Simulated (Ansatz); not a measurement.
**CuPdO3: two electronic states of one cell**

Aim: solve CuPdO3 (a known structure type filled with other elements, at an estimated volume) from each of its saved states, at one geometry and mesh, and see which is lowest and how they differ.

Program: Ansatz 0.2.0. Level of theory: DFT, r2SCAN, with U = 6.88 eV and J = 0.46 eV on Cu d, plane waves, PAW. These are calculated values, not measurements.

### 1 The cell

It takes space group R3c (No. 161, trigonal). The conventional cell has a = 5.173 Å, b = 5.173 Å, c = 12.861 Å, α = 90.00°, β = 90.00°, γ = 120.00°. Around Pd (site symmetry 3) lie 6 O at 2.10 to 2.35 Å. Cu (site symmetry 3) has 6 O at 1.80 to 1.96 Å as nearest neighbours. Around O (site symmetry 1) lie 2 Cu at 1.80 to 1.96 Å and 2 Pd at 2.10 to 2.35 Å.

Structure file:

```xyz
10
Lattice="5.1732 0.0000 0.0000 -2.5866 4.4801 0.0000 -2.5866 1.4934 4.2871" Properties=species:S:1:pos:R:3 pbc="T T T"
Pd    0.0000    0.0000    0.0000
Pd    0.0000    2.9867    2.1436
Cu   -2.5866    4.4801    2.8398
Cu    2.5866    1.4934    0.6962
O    -0.3244    1.5713    3.6659
O     1.3880    3.4136    3.6659
O    -1.0636    3.9754    3.6659
O     1.0636    0.9886    1.5224
O    -2.2622    3.0647    1.5224
O     1.1986    4.9069    1.5224
```

The states: A, Pd1 up, Pd2 up, Cu3 down, Cu4 up (collinear spin); B, Pd1 down, Pd2 up, Cu3 down, Cu4 up (collinear spin). Each run reads its own saved solution as saved_state.

### 2 Run from state A

File input.yaml:

```yaml
crystal:
  lattice:
    - [5.17319048, 0.0, 0.0]
    - [-2.58659524, 4.48012478, 0.0]
    - [-2.58659524, 1.49337459, 4.28713111]
  atoms:
    - { symbol: Pd, position: [0.0, 0.0, 0.0], spin: 0.7 }
    - { symbol: Pd, position: [0.5, 0.5, 0.5], spin: 0.7 }
    - { symbol: Cu, position: [0.2208, 0.7792, 0.6624], spin: 0.7 }
    - { symbol: Cu, position: [0.7208, 0.2792, 0.1624], spin: 0.7 }
    - { symbol: O, position: [0.3977, 0.0657, 0.8551], spin: 0.0 }
    - { symbol: O, position: [0.9343, 0.4769, 0.8551], spin: 0.0 }
    - { symbol: O, position: [0.5231, 0.6023, 0.8551], spin: 0.0 }
    - { symbol: O, position: [0.4343, 0.1023, 0.3551], spin: 0.0 }
    - { symbol: O, position: [0.0231, 0.5657, 0.3551], spin: 0.0 }
    - { symbol: O, position: [0.8977, 0.9769, 0.3551], spin: 0.0 }
  symmetry: { detect: false, time_reversal: true }
kpoints:
  mp_grid: { grid: [4, 4, 4], shift: [0, 0, 0] }
  band_path:
    path:
      - [0.0, 0.0, 0.0]
      - [0.0, 0.0, 0.5]
      - [0.50487996, -0.25243998, 0.24756002]
      - [0.74755915, -0.49511945, -0.24755952]
      - [0.49999956, 5.8e-07, 3.2e-07]
      - [0.0, 0.0, 0.0]
      - [0.74755915, -0.37377957, -0.37377957]
      - [0.62621955, -0.37377972, 2.5e-07]
      - [0.49999956, -0.50000015, 1.2e-07]
      - [0.0, 0.0, 0.0]
    npoints: 7
magnetization:
  spin_polarized: true
scf:
  occupations: { method: fermi_dirac, width: 0.0877 }
  lower_state_search: "off"
  max_iter: 200
hamiltonian:
  pseudopotentials: { kind: paw }
  xc: r2scan
  hubbard:
    projectors: atomic
    sites: [{ species: Cu, l: d, u: 6.88, j: 0.46 }]
basis:
  ecutwfc: 500
  fft_grid_basis: typed
output:
  forces: true
  stress: true
  eigenvalues: true
  bader: true
  populations: true
  elf: true
  write_potential: true
  volumetric_format: npy
  dos:
    e_range: [-12, 8]
    de: 0.05
    projected: { site_lists: { Cu: [Cu], O: [O], Pd: [Pd] } }
  write_density: true
checkpoint:
  read: saved_state
```

Started as:

```console
> ansatz run input.yaml --threads 2 --pin off --max-ram 5120MiB --backend cpu --events-out ev --progress --plain --runs-dir out
```

### 4 Run from state B

Changes to input.yaml since step 2:

```diff
@@ -6,6 +6,6 @@
   atoms:
-    - { symbol: Pd, position: [0.0, 0.0, 0.0], spin: 0.7 }
-    - { symbol: Pd, position: [0.5, 0.5, 0.5], spin: 0.7 }
-    - { symbol: Cu, position: [0.2208, 0.7792, 0.6624], spin: 0.7 }
-    - { symbol: Cu, position: [0.7208, 0.2792, 0.1624], spin: 0.7 }
+    - { symbol: Pd, position: [0.0, 0.0, 0.0], spin: 1.0 }
+    - { symbol: Pd, position: [0.5, 0.5, 0.5], spin: 1.0 }
+    - { symbol: Cu, position: [0.2208, 0.7792, 0.6624], spin: 1.0 }
+    - { symbol: Cu, position: [0.7208, 0.2792, 0.1624], spin: 1.0 }
     - { symbol: O, position: [0.3977, 0.0657, 0.8551], spin: 0.0 }
@@ -19,15 +19,2 @@
   mp_grid: { grid: [4, 4, 4], shift: [0, 0, 0] }
-  band_path:
-    path:
-      - [0.0, 0.0, 0.0]
-      - [0.0, 0.0, 0.5]
-      - [0.50487996, -0.25243998, 0.24756002]
-      - [0.74755915, -0.49511945, -0.24755952]
-      - [0.49999956, 5.8e-07, 3.2e-07]
-      - [0.0, 0.0, 0.0]
-      - [0.74755915, -0.37377957, -0.37377957]
-      - [0.62621955, -0.37377972, 2.5e-07]
-      - [0.49999956, -0.50000015, 1.2e-07]
-      - [0.0, 0.0, 0.0]
-    npoints: 7
 magnetization:
```

(Steps that only read results are left out.)

Q: Predict the outcome of this session. Wanted: for each run, free energy; largest site moment; size of the net moment; gap; pressure; largest force.

As calculated:

```csv
state,free energy (meV/atom),largest site moment (μB),size of the net moment (μB/cell),gap (eV),pressure (GPa),largest force (eV/Å),SCF cycles
A,0.0,0.68,1.94,metal,12.4,2.25,13
B,3.0,0.62,0.00,metal,12.5,2.20,15
```

State A lies lowest, 3.0 meV per atom under state B. The atoms are far from rest (forces to 2.3 eV/Å), so order and character hold for this geometry alone. Every run converged, so convergence alone does not show that a state is the lowest.

Caveats: the k mesh is coarse for a cell without a gap.
